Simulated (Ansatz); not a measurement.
The system is SbAs.

```xyz
2
Lattice="2.0327 1.1736 3.7166 -2.0327 1.1736 3.7166 0.0000 -2.3472 3.7166" Properties=species:S:1:pos:R:3 pbc="T T T"
Sb    0.0000    0.0000    8.5954
As    0.0000    0.0000    2.5544
```

The cell is a database's computed one.

```yaml
Program: Ansatz 0.2.0
Task: relaxation of cell and atoms
Functional: revPBE
Potentials_or_basis: all-electron LAPW, scalar-relativistic
Basis_error_allowed: 0.001 eV/atom
k_mesh: 8 × 8 × 8
Occupations: fermi-dirac, width 0.05 eV
Spin: no spin polarisation
```

At the start: volume 26.60 Å³/atom.

Where does the relaxation end?

Over 7 steps the energy falls by 6.7 meV/atom and the volume is 27.71 Å³/atom (+4.2 %); space group R3m (No. 160, to 0.05 Å).

Step by step:
```tsv
step	energy change (eV)	largest force (eV/Å)	volume (Å³)
1	0.0000	0.1839	53.20
2	-0.0047	0.1623	56.83
3	-0.0133	0.0152	55.34
4	-0.0134	0.0053	55.28
5	-0.0134	0.0134	55.43
6	-0.0135	0.0017	55.42
7	-0.0135	0.0017	55.42
```

Final structure:
```cif
data_structure
_symmetry_space_group_name_H-M 'P 1'
_symmetry_Int_Tables_number 1
_cell_length_a 4.4645
_cell_length_b 4.4645
_cell_length_c 4.4645
_cell_angle_alpha 54.878
_cell_angle_beta 54.878
_cell_angle_gamma 54.878
_cell_volume 55.42
loop_
_atom_site_label
_atom_site_type_symbol
_atom_site_fract_x
_atom_site_fract_y
_atom_site_fract_z
_atom_site_occupancy
Sb1 Sb 0.77137 0.77137 0.77137 1
As1 As 0.22863 0.22863 0.22863 1
```
